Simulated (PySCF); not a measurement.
# GaN+: from the state search to spectroscopic constants

Aim: find the lowest electronic state of GaN+, scan its bond at several levels of theory, and get bond length, wavenumber and dissociation energy from each curve.

Method: Ga aug-pcseg-1, N aug-pcseg-1, no relativity; program: PySCF 2.14.0.

1 further run of the same task is left out (it didn't finish).

## 1. Set-up

Settings of the job:

| Quantity | Value |
| --- | --- |
| atoms | Ga, N |
| charge | 1 |
| basis | Ga aug-pcseg-1, N aug-pcseg-1 |
| Hamiltonian | no relativity |
| basis functions | 59 |
| electrons treated | 37 |
| masses in u | 68.9256, 14.0031 |
| levels | PBE0, PBE, r²SCAN, r²SCAN0, r²SCANh, PBEsol, CAM-B3LYP, HF, MP2, SCS-MP2 |
| grid | 80 radial by 434 angular points |
| occupations | held fixed by the projection of orbital angular momentum |
| dissociation limit | Ga+ + N, each in its ground configuration |
| starting distance in angstrom | 1.960 |
| values of 2S to try | 1, 3 |

Run with:

```
$ OMP_NUM_THREADS=1 python dia.py task.json out
```

After the search, every level is run at each distance in turn; below they are sorted by level.

## 2. Search for the lowest state

At the starting distance of 1.960 Å the search finds these solutions (others can lie among them):

| 2Ms+1 | unpaired | term | E (eV) | ⟨S²⟩ | ⟨Lz²⟩ | μ (D) |
| --- | --- | --- | --- | --- | --- | --- |
| 4 | σ ↑, π ↑↑ | ⁴Σ⁻ | 0.00 | 3.76 | 0.00 | -0.58 |
| 2 | σ ↓, π ↑↑ | not assigned | 0.63 | 1.77 | 0.00 | -1.16 |
| 2 | σ ↑, π ↑↓ | not assigned | 0.91 | 1.77 | 2.01 | -0.90 |
| 2 | π ↑ | ²Π | 1.89 | 0.90 | 1.01 | -2.90 |
| 2 | σ ↑ | not assigned | 2.63 | 0.76 | 2.00 | -0.97 |
| 2 | π ↑ | ²Π | 3.57 | 0.75 | 1.00 | 2.38 |
| 4 | σ ↑↑, π ↑ | ⁴Π | 3.69 | 3.76 | 1.02 | -2.81 |
| 4 | π ↑↑↑ | ⁴Π | 5.05 | 3.76 | 1.00 | -0.71 |

8 of 11 solutions are listed, lowest first.

A term symbol stands only where ⟨S²⟩ and ⟨Lz²⟩ are near those of a pure state. A positive dipole points from Ga to N; in an ion it is taken about the centre of mass and does not tell which atom is negative.

The most promising solutions are followed along the bond (rough minima from three points):

| 2Ms+1 | unpaired | R at minimum (Å) | energy at minimum (eV) |
| --- | --- | --- | --- |
| 4 | σ ↑, π ↑↑ | 2.60 | 0.00 |
| 2 | σ ↓, π ↑↑ | 2.13 | 0.93 |
| 2 | σ ↑, π ↑↓ | 2.33 | 1.10 |

The search made 11 SCF attempts at the starting distance; with the short scans it took 15 s of wall time (1 thread of Arm Neoverse V2, shared host).

## 3. First curve: PBE0

State followed: ⁴Σ⁻ (quartet), unpaired electrons σ ↑, π ↑↑. The scan is laid around 2.595 Å.

The SCF at the reference distance, 2.595 Å, printed:

```text
******** <class 'pyscf.dft.uks_symm.SymAdaptedUKS'> ********
method = SymAdaptedUKS
initial guess = minao
damping factor = 0
level_shift factor = 0
DIIS = <class 'pyscf.scf.diis.CDIIS'>
diis_start_cycle = 1
diis_space = 10
diis_damp = 0
SCF conv_tol = 1e-09
SCF conv_tol_grad = None
SCF max_cycles = 60
direct_scf = False
max_memory 909 MB (current use 385 MB)
number electrons alpha = 20  beta = 17
XC library pyscf.dft.libxc version 7.0.0
    S. Lehtola, C. Steigemann, M. J.T. Oliveira, and M. A.L. Marques.,  SoftwareX 7, 1–5 (2018)
XC functionals = PBE0
    C. Adamo and V. Barone.,  J. Chem. Phys. 110, 6158 (1999)
    M. Ernzerhof and G. E. Scuseria.,  J. Chem. Phys. 110, 5029 (1999)
small_rho_cutoff = 0
Overwritten attributes  get_hcore get_occ get_k get_jk get_j  of <class 'pyscf.dft.uks_symm.SymAdaptedUKS'>
<class 'pyscf.dft.uks_symm.SymAdaptedUKS'> does not have attributes  refdm
Set gradient conv threshold to 3.16228e-05
init E= -1978.64132039514
cycle= 1 E= -1978.63802679231  delta_E= 0.00329  |g|= 0.00225  |ddm|= 0.0431
cycle= 2 E= -1978.63803718723  delta_E= -1.04e-05  |g|= 0.00153  |ddm|= 0.00941
cycle= 3 E= -1978.63803978092  delta_E= -2.59e-06  |g|= 0.000482  |ddm|= 0.00315
cycle= 4 E= -1978.63804050938  delta_E= -7.28e-07  |g|= 0.000202  |ddm|= 0.00205
cycle= 5 E= -1978.63804068928  delta_E= -1.8e-07  |g|= 3.93e-05  |ddm|= 0.00143
cycle= 6 E= -1978.63804069347  delta_E= -4.19e-09  |g|= 1.26e-05  |ddm|= 0.000206
cycle= 7 E= -1978.63804069365  delta_E= -1.73e-10  |g|= 2e-06  |ddm|= 3.66e-05
Extra cycle  E= -1978.63804069364  delta_E= 3.18e-12  |g|= 1.13e-06  |ddm|= 4.4e-06
converged SCF energy = -1978.63804069364  <S^2> = 3.7562487  2S+1 = 4.0031231
```

The curve and what changes along it:

| R (Å) | E (eV) | μ (D) | Mulliken charge of Ga (e) | Mayer bond order | ⟨S²⟩ | HOMO (eV) | LUMO (eV) |
| --- | --- | --- | --- | --- | --- | --- | --- |
| 2.2317 | 0.0701 | -0.43 | 1.07 | 0.30 | 3.76 | -15.14 | -10.22 |
| 2.3355 | 0.0299 | -0.48 | 1.03 | 0.24 | 3.76 | -15.20 | -9.99 |
| 2.4393 | 0.0088 | -0.58 | 1.01 | 0.19 | 3.76 | -15.26 | -9.76 |
| 2.5171 | 0.0017 | -0.67 | 0.99 | 0.16 | 3.76 | -15.29 | -9.59 |
| 2.5950 | 0.0000 | -0.78 | 0.98 | 0.14 | 3.76 | -15.31 | -9.43 |
| 2.6729 | 0.0023 | -0.90 | 0.98 | 0.12 | 3.76 | -15.31 | -9.28 |
| 2.7767 | 0.0099 | -1.07 | 0.97 | 0.11 | 3.75 | -15.29 | -9.09 |
| 2.9064 | 0.0238 | -1.28 | 0.96 | 0.09 | 3.75 | -15.22 | -8.88 |
| 3.0621 | 0.0435 | -1.53 | 0.96 | 0.08 | 3.75 | -15.08 | -8.67 |
| 3.2697 | 0.0702 | -1.85 | 0.96 | 0.07 | 3.75 | -14.78 | -8.46 |

The fit gives Re = 2.585 Å, ωe = 126.6 cm⁻¹, ωexe = 2.22 cm⁻¹, αe = 0.00511 cm⁻¹, Be = 0.2167 cm⁻¹, De = 0.187 eV, μ = -0.77 D.

Orbitals nearest the gap at 2.595 Å:

| spin | orbital | ε (eV) | filled | made of |
| --- | --- | --- | --- | --- |
| β | σ | -31.44 | yes | Ga d 100 % |
| β | π | -31.44 | yes | Ga d 100 % |
| β | π | -31.44 | yes | Ga d 100 % |
| α | σ | -28.94 | yes | N s 98 % |
| β | σ | -23.10 | yes | N s 96 % |
| α | σ | -17.56 | yes | Ga s 49 %, N p 48 % |
| β | σ | -16.48 | yes | Ga s 95 % |
| α | π | -16.06 | yes | N p 99 % |
| α | π | -16.06 | yes | N p 99 % |
| α | σ | -15.31 | yes | Ga s 50 %, N p 50 % |
| β | σ | -9.43 | no | N p 58 %, Ga p 38 % |
| β | π | -8.65 | no | N p 56 %, Ga p 42 % |
| α | π | -7.94 | no | Ga p 100 % |
| α | π | -7.94 | no | Ga p 100 % |

Polarisability there: 39.7 bohr³ along the bond, 24.8 across it.

## 4. Orbitals, density and potential

Orbitals, density, ELF and potential are computed afterwards from the orbital file.

Frontier orbitals at PBE0 (alpha spin), with the share of their density that lies nearest to each atom:

| orbital | energy (eV) | lies on |
| --- | --- | --- |
| HOMO-1 | -16.06 | N2 99 % |
| HOMO | -15.31 | Ga1 52 %; N2 48 % |
| LUMO | -7.94 | Ga1 95 % |

ELF in a plane through or near 2 of the atoms.

Ten even steps from '0' (0.00) to '9' (0.88):
```
0000000000000000000000000000
0000001343210000000000000000
0000147887630000000000000000
0002688766541000122221000000
0004887666541000133332100000
0038876655552001466654210000
0179776422343113689986420000
0398763223223215899998631000
0497752377622226997899741000
0597752557732227966299752000
0597752557732227966299752000
0497752377622226997899741000
0398763233223215899998631000
0179776422343113689986420000
0038876655552001466654210000
0004887666541000133332100000
0002688766541000122221000000
0000157887630000000000000000
0000001333210000000000000000
0000000000000000000000000000
```
The map spans 7.8 Å across and 5.2 Å up, centred on the molecule. Atoms in the plane (x, y in Å): Ga1 (-1.3, 0.0), N2 (1.3, 0.0).

log10 of the density (e/Å³) in the same plane.

Ten even steps from '0' (-4.0) to '9' (3.9):
```
0000000011100000000000000000
0000011111111111111100000000
0001111222221111111111000000
0011122222222222222222110000
0011222333322222222222110000
0112233333333323333332211000
0112233444443333344433321000
1122334455544334445444322100
1122344566654434455554322100
1122344679654444558654332100
1122344679654444558654332100
1122344566654434455554322100
1122334455544334445444322100
0112233444443333344433221000
0112233333333333333332211000
0011222333322222222222110000
0011122222222222222222110000
0001111222221111111111000000
0000011111111111111100000000
0000000011100000000000000000
```
The map spans 7.8 Å across and 5.2 Å up, centred on the molecule. Atoms in the plane (x, y in Å): Ga1 (-1.3, 0.0), N2 (1.3, 0.0).

On the surface of density 0.002 e/bohr³ the electrostatic potential runs, from the 1st to the 99th percentile, from 4.47 V near N2 to 7.92 V near Ga1.

The spin density lies nearest to N2 95 %.

## 5. Higher solutions at PBE0

State 2: Ms = 0.5 determinant of mixed spin (⟨S²⟩ = 1.76), unpaired electrons σ ↓, π ↑↑, an excited solution.

Output of the SCF at 2.595 Å:

```text
******** <class 'pyscf.dft.uks_symm.SymAdaptedUKS'> ********
method = SymAdaptedUKS
initial guess = minao
damping factor = 0
level_shift factor = 0
DIIS = <class 'pyscf.scf.diis.CDIIS'>
diis_start_cycle = 1
diis_space = 10
diis_damp = 0
SCF conv_tol = 1e-09
SCF conv_tol_grad = None
SCF max_cycles = 60
direct_scf = False
max_memory 909 MB (current use 438 MB)
number electrons alpha = 19  beta = 18
XC library pyscf.dft.libxc version 7.0.0
    S. Lehtola, C. Steigemann, M. J.T. Oliveira, and M. A.L. Marques.,  SoftwareX 7, 1–5 (2018)
XC functionals = PBE0
    C. Adamo and V. Barone.,  J. Chem. Phys. 110, 6158 (1999)
    M. Ernzerhof and G. E. Scuseria.,  J. Chem. Phys. 110, 5029 (1999)
small_rho_cutoff = 0
Set gradient conv threshold to 3.16228e-05
init E= -1978.60333332285
cycle= 1 E= -1978.59878987044  delta_E= 0.00454  |g|= 0.00246  |ddm|= 0.0455
cycle= 2 E= -1978.59880941108  delta_E= -1.95e-05  |g|= 0.00144  |ddm|= 0.0115
cycle= 3 E= -1978.59881334829  delta_E= -3.94e-06  |g|= 0.000709  |ddm|= 0.0046
cycle= 4 E= -1978.59881494729  delta_E= -1.6e-06  |g|= 0.000302  |ddm|= 0.0035
cycle= 5 E= -1978.59881518593  delta_E= -2.39e-07  |g|= 7.08e-05  |ddm|= 0.00155
cycle= 6 E= -1978.59881519622  delta_E= -1.03e-08  |g|= 1.33e-05  |ddm|= 0.000299
cycle= 7 E= -1978.59881519652  delta_E= -2.99e-10  |g|= 2.21e-06  |ddm|= 5.14e-05
Extra cycle  E= -1978.59881519653  delta_E= -1.32e-11  |g|= 1.05e-06  |ddm|= 5.38e-06
converged SCF energy = -1978.59881519653  <S^2> = 1.7630091  2S+1 = 2.837611
```

No constants are quoted: the lowest point is the short end of the scan.

State 3: Ms = 0.5 determinant of mixed spin (⟨S²⟩ = 1.77), unpaired electrons σ ↑, π ↑↓, an excited solution.

Log of the SCF at 2.595 Å:

```text
******** <class 'pyscf.dft.uks_symm.SymAdaptedUKS'> ********
method = SymAdaptedUKS
initial guess = minao
damping factor = 0
level_shift factor = 0
DIIS = <class 'pyscf.scf.diis.CDIIS'>
diis_start_cycle = 1
diis_space = 10
diis_damp = 0
SCF conv_tol = 1e-09
SCF conv_tol_grad = None
SCF max_cycles = 60
direct_scf = False
max_memory 909 MB (current use 439 MB)
number electrons alpha = 19  beta = 18
XC library pyscf.dft.libxc version 7.0.0
    S. Lehtola, C. Steigemann, M. J.T. Oliveira, and M. A.L. Marques.,  SoftwareX 7, 1–5 (2018)
XC functionals = PBE0
    C. Adamo and V. Barone.,  J. Chem. Phys. 110, 6158 (1999)
    M. Ernzerhof and G. E. Scuseria.,  J. Chem. Phys. 110, 5029 (1999)
small_rho_cutoff = 0
Set gradient conv threshold to 3.16228e-05
init E= -1978.60058724836
cycle= 1 E= -1978.59651417953  delta_E= 0.00407  |g|= 0.00228  |ddm|= 0.044
cycle= 2 E= -1978.59652821128  delta_E= -1.4e-05  |g|= 0.00161  |ddm|= 0.0104
cycle= 3 E= -1978.59653155353  delta_E= -3.34e-06  |g|= 0.000592  |ddm|= 0.00366
cycle= 4 E= -1978.59653277841  delta_E= -1.22e-06  |g|= 0.000219  |ddm|= 0.003
cycle= 5 E= -1978.59653297005  delta_E= -1.92e-07  |g|= 5.66e-05  |ddm|= 0.00142
cycle= 6 E= -1978.59653297735  delta_E= -7.3e-09  |g|= 1.56e-05  |ddm|= 0.000251
cycle= 7 E= -1978.59653297774  delta_E= -3.89e-10  |g|= 2.36e-06  |ddm|= 5.95e-05
Extra cycle  E= -1978.59653297774  delta_E= 2.27e-13  |g|= 1.37e-06  |ddm|= 5.17e-06
converged SCF energy = -1978.59653297774  <S^2> = 1.7607588  2S+1 = 2.8360246
```

Re = 2.317 Å, ωe = 152.3 cm⁻¹; the determinant mixes terms (⟨S²⟩ = 1.77, ⟨Lz²⟩ = 2.01), so these belong to no real state. Its minimum lies 1.11 eV above that of the lowest state.

Energy (eV) from the lowest point of the lowest state:

| R (Å) | lowest | state 2 | state 3 |
| --- | --- | --- | --- |
| 2.232 | 0.070 | 0.950 | 1.110 |
| 2.336 | 0.030 | 0.984 | 1.106 |
| 2.439 | 0.009 | 1.019 | 1.112 |
| 2.517 | 0.002 | 1.044 | 1.120 |
| 2.595 | 0.000 | 1.067 | 1.129 |
| 2.673 | 0.002 | 1.089 | 1.140 |
| 2.777 | 0.010 | 1.115 | 1.156 |
| 2.906 | 0.024 | 1.144 | 1.177 |
| 3.062 | 0.043 | 1.175 | 1.202 |
| 3.270 | 0.070 | 1.212 | 1.232 |

## 6. PBE (GGA)

The SCF at the reference distance, 2.595 Å, printed:

```text
******** <class 'pyscf.dft.uks_symm.SymAdaptedUKS'> ********
method = SymAdaptedUKS
initial guess = minao
damping factor = 0
level_shift factor = 0
DIIS = <class 'pyscf.scf.diis.CDIIS'>
diis_start_cycle = 1
diis_space = 10
diis_damp = 0
SCF conv_tol = 1e-09
SCF conv_tol_grad = None
SCF max_cycles = 60
direct_scf = False
max_memory 909 MB (current use 439 MB)
number electrons alpha = 20  beta = 17
XC library pyscf.dft.libxc version 7.0.0
    S. Lehtola, C. Steigemann, M. J.T. Oliveira, and M. A.L. Marques.,  SoftwareX 7, 1–5 (2018)
XC functionals = PBE
    J. P. Perdew, K. Burke, and M. Ernzerhof.,  Phys. Rev. Lett. 77, 3865 (1996)
    J. P. Perdew, K. Burke, and M. Ernzerhof.,  Phys. Rev. Lett. 78, 1396 (1997)
    J. P. Perdew, K. Burke, and M. Ernzerhof.,  Phys. Rev. Lett. 77, 3865 (1996)
    J. P. Perdew, K. Burke, and M. Ernzerhof.,  Phys. Rev. Lett. 78, 1396 (1997)
small_rho_cutoff = 0
Set gradient conv threshold to 3.16228e-05
init E= -1978.60590117723
cycle= 1 E= -1978.60728387685  delta_E= -0.00138  |g|= 0.0214  |ddm|= 0.127
cycle= 2 E= -1978.60736302293  delta_E= -7.91e-05  |g|= 0.0152  |ddm|= 0.0557
cycle= 3 E= -1978.60747994822  delta_E= -0.000117  |g|= 0.00432  |ddm|= 0.0244
cycle= 4 E= -1978.60749376322  delta_E= -1.38e-05  |g|= 0.00031  |ddm|= 0.00725
cycle= 5 E= -1978.60749385809  delta_E= -9.49e-08  |g|= 8.46e-05  |ddm|= 0.000998
cycle= 6 E= -1978.60749386722  delta_E= -9.13e-09  |g|= 2.24e-05  |ddm|= 0.000256
cycle= 7 E= -1978.60749386783  delta_E= -6.14e-10  |g|= 4.74e-06  |ddm|= 5.88e-05
Extra cycle  E= -1978.60749386783  delta_E= 5.68e-12  |g|= 3.89e-06  |ddm|= 1.07e-05
converged SCF energy = -1978.60749386783  <S^2> = 3.75412  2S+1 = 4.0020595
```

Re = 2.406 Å, ωe = 154.9 cm⁻¹, ωexe = 2.97 cm⁻¹, αe = 0.00764 cm⁻¹, Be = 0.2501 cm⁻¹, De = 0.268 eV, μ = -0.56 D. 8.4 s of CPU time for 12 points, integrals apart.

## 7. r²SCAN

Output of the SCF at 2.595 Å:

```text
******** <class 'pyscf.dft.uks_symm.SymAdaptedUKS'> ********
method = SymAdaptedUKS
initial guess = minao
damping factor = 0
level_shift factor = 0
DIIS = <class 'pyscf.scf.diis.CDIIS'>
diis_start_cycle = 1
diis_space = 10
diis_damp = 0
SCF conv_tol = 1e-09
SCF conv_tol_grad = None
SCF max_cycles = 60
direct_scf = False
max_memory 909 MB (current use 439 MB)
number electrons alpha = 20  beta = 17
XC library pyscf.dft.libxc version 7.0.0
    S. Lehtola, C. Steigemann, M. J.T. Oliveira, and M. A.L. Marques.,  SoftwareX 7, 1–5 (2018)
XC functionals = R2SCAN
    J. W. Furness, A. D. Kaplan, J. Ning, J. P. Perdew, and J. Sun.,  J. Phys. Chem. Lett. 11, 8208-8215 (2020)
    J. W. Furness, A. D. Kaplan, J. Ning, J. P. Perdew, and J. Sun.,  J. Phys. Chem. Lett. 11, 9248-9248 (2020)
    J. W. Furness, A. D. Kaplan, J. Ning, J. P. Perdew, and J. Sun.,  J. Phys. Chem. Lett. 11, 8208-8215 (2020)
    J. W. Furness, A. D. Kaplan, J. Ning, J. P. Perdew, and J. Sun.,  J. Phys. Chem. Lett. 11, 9248-9248 (2020)
small_rho_cutoff = 0
Set gradient conv threshold to 3.16228e-05
init E= -1978.90650915717
cycle= 1 E= -1978.90741008539  delta_E= -0.000901  |g|= 0.0105  |ddm|= 0.086
cycle= 2 E= -1978.90745470137  delta_E= -4.46e-05  |g|= 0.0059  |ddm|= 0.033
cycle= 3 E= -1978.90747431543  delta_E= -1.96e-05  |g|= 0.00129  |ddm|= 0.0107
cycle= 4 E= -1978.90747575448  delta_E= -1.44e-06  |g|= 0.000599  |ddm|= 0.0028
cycle= 5 E= -1978.90747615324  delta_E= -3.99e-07  |g|= 9.46e-05  |ddm|= 0.00155
cycle= 6 E= -1978.90747618287  delta_E= -2.96e-08  |g|= 4.75e-05  |ddm|= 0.000506
cycle= 7 E= -1978.90747618837  delta_E= -5.51e-09  |g|= 1.08e-05  |ddm|= 0.000262
cycle= 8 E= -1978.90747618857  delta_E= -1.98e-10  |g|= 1.86e-06  |ddm|= 5.23e-05
Extra cycle  E= -1978.90747618858  delta_E= -4.32e-12  |g|= 1.48e-06  |ddm|= 8.62e-06
converged SCF energy = -1978.90747618858  <S^2> = 3.7596509  2S+1 = 4.0048225
```

Re = 2.442 Å, ωe = 143.1 cm⁻¹, ωexe = 2.55 cm⁻¹, αe = 0.00708 cm⁻¹, Be = 0.2428 cm⁻¹, De = 0.233 eV, μ = -0.50 D. 12 s of CPU time for 12 points, integrals apart.

## 8. r²SCAN0 (hybrid meta-GGA)

Log of the SCF at 2.595 Å:

```text
******** <class 'pyscf.dft.uks_symm.SymAdaptedUKS'> ********
method = SymAdaptedUKS
initial guess = minao
damping factor = 0
level_shift factor = 0
DIIS = <class 'pyscf.scf.diis.CDIIS'>
diis_start_cycle = 1
diis_space = 10
diis_damp = 0
SCF conv_tol = 1e-09
SCF conv_tol_grad = None
SCF max_cycles = 60
direct_scf = False
max_memory 909 MB (current use 439 MB)
number electrons alpha = 20  beta = 17
XC library pyscf.dft.libxc version 7.0.0
    S. Lehtola, C. Steigemann, M. J.T. Oliveira, and M. A.L. Marques.,  SoftwareX 7, 1–5 (2018)
XC functionals = HYB_MGGA_XC_R2SCAN0
    M. Bursch, H. Neugebauer, S. Ehlert, and S. Grimme.,  J. Chem. Phys. 156, 134105 (2022)
small_rho_cutoff = 0
Set gradient conv threshold to 3.16228e-05
init E= -1978.87175069986
cycle= 1 E= -1978.87219857054  delta_E= -0.000448  |g|= 0.00614  |ddm|= 0.0564
cycle= 2 E= -1978.87223103856  delta_E= -3.25e-05  |g|= 0.00201  |ddm|= 0.0152
cycle= 3 E= -1978.87223508666  delta_E= -4.05e-06  |g|= 0.000748  |ddm|= 0.0045
cycle= 4 E= -1978.87223611337  delta_E= -1.03e-06  |g|= 0.000213  |ddm|= 0.00256
cycle= 5 E= -1978.87223623023  delta_E= -1.17e-07  |g|= 0.000117  |ddm|= 0.000733
cycle= 6 E= -1978.87223628859  delta_E= -5.84e-08  |g|= 2.6e-05  |ddm|= 0.000832
cycle= 7 E= -1978.87223629152  delta_E= -2.93e-09  |g|= 7.8e-06  |ddm|= 0.000182
cycle= 8 E= -1978.87223629177  delta_E= -2.48e-10  |g|= 2.68e-06  |ddm|= 5.19e-05
Extra cycle  E= -1978.87223629177  delta_E= -8.64e-12  |g|= 1.05e-06  |ddm|= 4.96e-06
converged SCF energy = -1978.87223629177  <S^2> = 3.7610864  2S+1 = 4.0055394
```

Re = 2.604 Å, ωe = 123.7 cm⁻¹, ωexe = 2.08 cm⁻¹, αe = 0.00514 cm⁻¹, Be = 0.2136 cm⁻¹, De = 0.178 eV, μ = -0.76 D. 13 s of CPU time for 12 points, integrals apart.

## 9. r²SCANh (hybrid meta-GGA)

Output of the SCF at 2.595 Å:

```text
******** <class 'pyscf.dft.uks_symm.SymAdaptedUKS'> ********
method = SymAdaptedUKS
initial guess = minao
damping factor = 0
level_shift factor = 0
DIIS = <class 'pyscf.scf.diis.CDIIS'>
diis_start_cycle = 1
diis_space = 10
diis_damp = 0
SCF conv_tol = 1e-09
SCF conv_tol_grad = None
SCF max_cycles = 60
direct_scf = False
max_memory 909 MB (current use 439 MB)
number electrons alpha = 20  beta = 17
XC library pyscf.dft.libxc version 7.0.0
    S. Lehtola, C. Steigemann, M. J.T. Oliveira, and M. A.L. Marques.,  SoftwareX 7, 1–5 (2018)
XC functionals = HYB_MGGA_XC_R2SCANH
    M. Bursch, H. Neugebauer, S. Ehlert, and S. Grimme.,  J. Chem. Phys. 156, 134105 (2022)
small_rho_cutoff = 0
Set gradient conv threshold to 3.16228e-05
init E= -1978.89260577425
cycle= 1 E= -1978.89309467054  delta_E= -0.000489  |g|= 0.00524  |ddm|= 0.0601
cycle= 2 E= -1978.89311765865  delta_E= -2.3e-05  |g|= 0.00208  |ddm|= 0.0158
cycle= 3 E= -1978.89312116951  delta_E= -3.51e-06  |g|= 0.000747  |ddm|= 0.00475
cycle= 4 E= -1978.89312200916  delta_E= -8.4e-07  |g|= 0.000338  |ddm|= 0.00215
cycle= 5 E= -1978.89312216762  delta_E= -1.58e-07  |g|= 0.000104  |ddm|= 0.000883
cycle= 6 E= -1978.89312221674  delta_E= -4.91e-08  |g|= 3.68e-05  |ddm|= 0.000789
cycle= 7 E= -1978.89312221917  delta_E= -2.43e-09  |g|= 7.15e-06  |ddm|= 0.000155
cycle= 8 E= -1978.89312221931  delta_E= -1.39e-10  |g|= 2.41e-06  |ddm|= 4.5e-05
Extra cycle  E= -1978.89312221931  delta_E= -6.14e-12  |g|= 1.02e-06  |ddm|= 5.87e-06
converged SCF energy = -1978.89312221931  <S^2> = 3.7602489  2S+1 = 4.0051212
```

Re = 2.514 Å, ωe = 132.4 cm⁻¹, ωexe = 2.10 cm⁻¹, αe = 0.00596 cm⁻¹, Be = 0.2292 cm⁻¹, De = 0.206 eV, μ = -0.59 D. 14 s of CPU time for 12 points, integrals apart.

## 10. PBEsol

Log of the SCF at 2.595 Å:

```text
******** <class 'pyscf.dft.uks_symm.SymAdaptedUKS'> ********
method = SymAdaptedUKS
initial guess = minao
damping factor = 0
level_shift factor = 0
DIIS = <class 'pyscf.scf.diis.CDIIS'>
diis_start_cycle = 1
diis_space = 10
diis_damp = 0
SCF conv_tol = 1e-09
SCF conv_tol_grad = None
SCF max_cycles = 60
direct_scf = False
max_memory 909 MB (current use 439 MB)
number electrons alpha = 20  beta = 17
XC library pyscf.dft.libxc version 7.0.0
    S. Lehtola, C. Steigemann, M. J.T. Oliveira, and M. A.L. Marques.,  SoftwareX 7, 1–5 (2018)
XC functionals = PBEsol
    J. P. Perdew, A. Ruzsinszky, G. I. Csonka, O. A. Vydrov, G. E. Scuseria, L. A. Constantin, X. Zhou, and K. Burke.,  Phys. Rev. Lett. 100, 136406 (2008)
    J. P. Perdew, A. Ruzsinszky, G. I. Csonka, O. A. Vydrov, G. E. Scuseria, L. A. Constantin, X. Zhou, and K. Burke.,  Phys. Rev. Lett. 100, 136406 (2008)
small_rho_cutoff = 0
Set gradient conv threshold to 3.16228e-05
init E= -1976.9575659366
cycle= 1 E= -1976.95918920313  delta_E= -0.00162  |g|= 0.0297  |ddm|= 0.141
cycle= 2 E= -1976.95915392519  delta_E= 3.53e-05  |g|= 0.0277  |ddm|= 0.0751
cycle= 3 E= -1976.95962673879  delta_E= -0.000473  |g|= 0.00632  |ddm|= 0.0406
cycle= 4 E= -1976.95965629762  delta_E= -2.96e-05  |g|= 0.000375  |ddm|= 0.012
cycle= 5 E= -1976.95965646014  delta_E= -1.63e-07  |g|= 0.000114  |ddm|= 0.00118
cycle= 6 E= -1976.95965647422  delta_E= -1.41e-08  |g|= 2.4e-05  |ddm|= 0.000261
cycle= 7 E= -1976.95965647487  delta_E= -6.46e-10  |g|= 4.74e-06  |ddm|= 7.17e-05
Extra cycle  E= -1976.95965647486  delta_E= 3.41e-12  |g|= 4.78e-06  |ddm|= 1.4e-05
converged SCF energy = -1976.95965647486  <S^2> = 3.7541566  2S+1 = 4.0020778
```

Re = 2.301 Å, ωe = 197.5 cm⁻¹, ωexe = 4.14 cm⁻¹, αe = 0.00775 cm⁻¹, Be = 0.2735 cm⁻¹, De = 0.359 eV, μ = -0.49 D. 5.7 s of CPU time for 12 points, integrals apart.

[end of part 1 of 2]
